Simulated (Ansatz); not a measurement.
Write a Python script for Ansatz 0.2.0, Python API that makes a relaxed scan of one distance of AlGeH4N, SMILES [NH]1[AlH][GeH2]1. Use (for the species named): PBE, def2-SVP basis, multiplicity 1.

```xyz
7

N    -0.5120   -0.9555   -0.3488
Al    0.0477    0.6078   -1.3213
Ge    0.3205    0.0080    0.9887
H    -1.5081   -0.7544   -0.2040
H     0.7267    1.2420   -2.6379
H    -0.6443    0.5861    2.0455
H     1.6308   -0.8020    1.4321
```

The script, `relaxed_scan_algeh4n.py`:
```python
'''One bond of AlGeH4N held at set lengths while the rest relaxes.'''

import ansatz as az
import numpy as np

mol = (
    az.Crystal.molecule()
    .atom('N', [-0.512, -0.9555, -0.3488])
    .atom('Al', [0.0477, 0.6078, -1.3213])
    .atom('Ge', [0.3205, 0.008, 0.9887])
    .atom('H', [-1.5081, -0.7544, -0.204])
    .atom('H', [0.7267, 1.242, -2.6379])
    .atom('H', [-0.6443, 0.5861, 2.0455])
    .atom('H', [1.6308, -0.802, 1.4321])
)

job = (
    mol.calculation()
    .basis(gaussian='def2-SVP')
    .functional('PBE')
)
symbols = [site.symbol for site in mol.cartesian_sites]
pairs = [(0, 1), (0, 2), (0, 3), (1, 2), (1, 4), (2, 5)]
print('held (A)   E (eV)        ', '  '.join(f'{symbols[i]}{i}-{symbols[j]}{j}' for i, j in pairs))
for length in [1.48, 1.61, 1.74, 1.93, 2.18]:
    data = job.relax(constraints=[az.DistanceConstraint((1, 4), at=length)], force_tolerance=0.02, max_steps=60).run(threads=1).report
    xyz = np.array(data['positions_ang'])
    print(f'{length:6.2f} {data["free_energy_ev"]:14.5f}  ', '  '.join(f'{np.linalg.norm(xyz[i] - xyz[j]):.3f}' for i, j in pairs))
```

`python relaxed_scan_algeh4n.py` gives:
```text
held (A)   E (eV)         N0-Al1  N0-Ge2  N0-H3  Al1-Ge2  Al1-H4  Ge2-H5
DeckWarning: relax.constraints: the input's atoms, or those drawn, lie off the distances that are held; a relaxation that starts there is brought onto them ahead of its first SCF, by positions alone, an atom by 6.57e-2 Å at the most. With the symmetry detection on, the symmetry is detected on the input's atoms as so brought (as typed, where only the drawn atoms reach the distances), and notices that speak of the structure as typed mean those atoms
  1.48   -64645.17782   1.773  1.945  1.023  2.383  1.480  1.564
  1.61   -64645.27323   1.773  1.944  1.024  2.383  1.610  1.564
  1.74   -64645.16386   1.773  1.943  1.024  2.384  1.740  1.564
  1.93   -64644.80856   1.773  1.944  1.024  2.384  1.930  1.563
  2.18   -64644.20601   1.773  1.944  1.024  2.386  2.180  1.563
```
(Warnings from the package without file and line, repeats left out.)

Reading the output:
- Total energies depend on the basis set; only differences at equal settings carry meaning.
- The energies are electronic: no zero-point or thermal terms, and the basis set is short of its limit.
- The whole script took 2.3 min on 1 thread of Arm Neoverse V1, on a shared host, peak memory 0.2 GiB.
